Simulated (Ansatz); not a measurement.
# MoS2: the cost of one run

Computed with Ansatz 0.2.0 (DFT r²SCAN+U (U_eff = 4 eV on Mo d), plane waves, PAW, unless a step's input says otherwise).

The COD entry's cell or inner coordinates are ideal or old and differ from later refinements, so a difference from it is no clean test against experiment.

### Step 1. Starting point

It takes space group R-3m (No. 166, trigonal). The conventional cell has a = 3.171 Å, b = 3.171 Å, c = 18.345 Å, α = 90.00°, β = 90.00°, γ = 120.00°. Around Mo (site symmetry -3m) lie 6 S at 2.39 Å. S (site symmetry 3m) has 3 Mo at 2.39 Å as nearest neighbours.

Structure file:

```
CELL_PARAMETERS angstrom
1.58550 0.91539 6.11500
-1.58550 0.91539 6.11500
0.00000 -1.83078 6.11500
ATOMIC_POSITIONS crystal
Mo 0.00000 0.00000 0.00000
S 0.75000 0.75000 0.75000
S 0.25000 0.25000 0.25000
```

Magnetic order typed: ferromagnetic.

An earlier series on this cell reached its lowest free state from «from atoms, default search», perhaps among other starts.

### Step 2. Random orbitals: single harmonics, second filling

The input, input.yaml:

```yaml
crystal:
  lattice:
    - [1.58550029, 0.91538902, 6.11499825]
    - [-1.58550029, 0.91538902, 6.11499825]
    - [0.0, -1.83077804, 6.11499825]
  atoms:
    - { symbol: Mo, position: [0.0, 0.0, 0.0], spin: 0.3 }
    - { symbol: S, position: [0.75, 0.75, 0.75] }
    - { symbol: S, position: [0.25, 0.25, 0.25] }
basis:
  ecutwfc: 500
  ecutrho_ratio: 4
kpoints:
  mp_grid: { grid: [7, 7, 7] }
hamiltonian:
  xc: r2scan
  hubbard:
    sites:
      - { site: 0, l: d, u_eff: 4.0, starting_ns: [{ spin: up, occupation_matrix: s0up }, { spin: down, occupation_matrix: s0down }] }
    occupation_matrices:
      s0up:
        matrix:
          - [0.02, 0.0, 0.0, 0.0, 0.0]
          - [0.0, 0.02, 0.0, 0.0, 0.0]
          - [0.0, 0.0, 0.97, 0.0, 0.0]
          - [0.0, 0.0, 0.0, 0.02, 0.0]
          - [0.0, 0.0, 0.0, 0.0, 0.02]
      s0down:
        matrix:
          - [0.02, 0.0, 0.0, 0.0, 0.0]
          - [0.0, 0.02, 0.0, 0.0, 0.0]
          - [0.0, 0.0, 0.02, 0.0, 0.0]
          - [0.0, 0.0, 0.0, 0.02, 0.0]
          - [0.0, 0.0, 0.0, 0.0, 0.97]
    ns_hold: { iters: 12 }
scf:
  occupations: { method: gaussian, width: 0.05 }
  lower_state_search: "off"
  max_iter: 150
output:
  forces: true
  stress: true
  eigenvalues: true
  populations: true
  hubbard: { sites: [{ site: 0, l: d }] }
magnetization:
  spin_polarized: true
```

The typed matrices put 0.97 on the chosen orbitals and 0.02 on the others, and are held for 12 cycles.

Launch:

```console
ansatz run input.yaml --threads 4 --pin off --max-ram 6144MiB --backend cpu --events-out ev --progress --plain --runs-dir out
```

Q: Estimate wall time and peak memory on 4 threads of Arm Neoverse V1, shared host.

About 26 s, with a peak of 0.7 GiB.
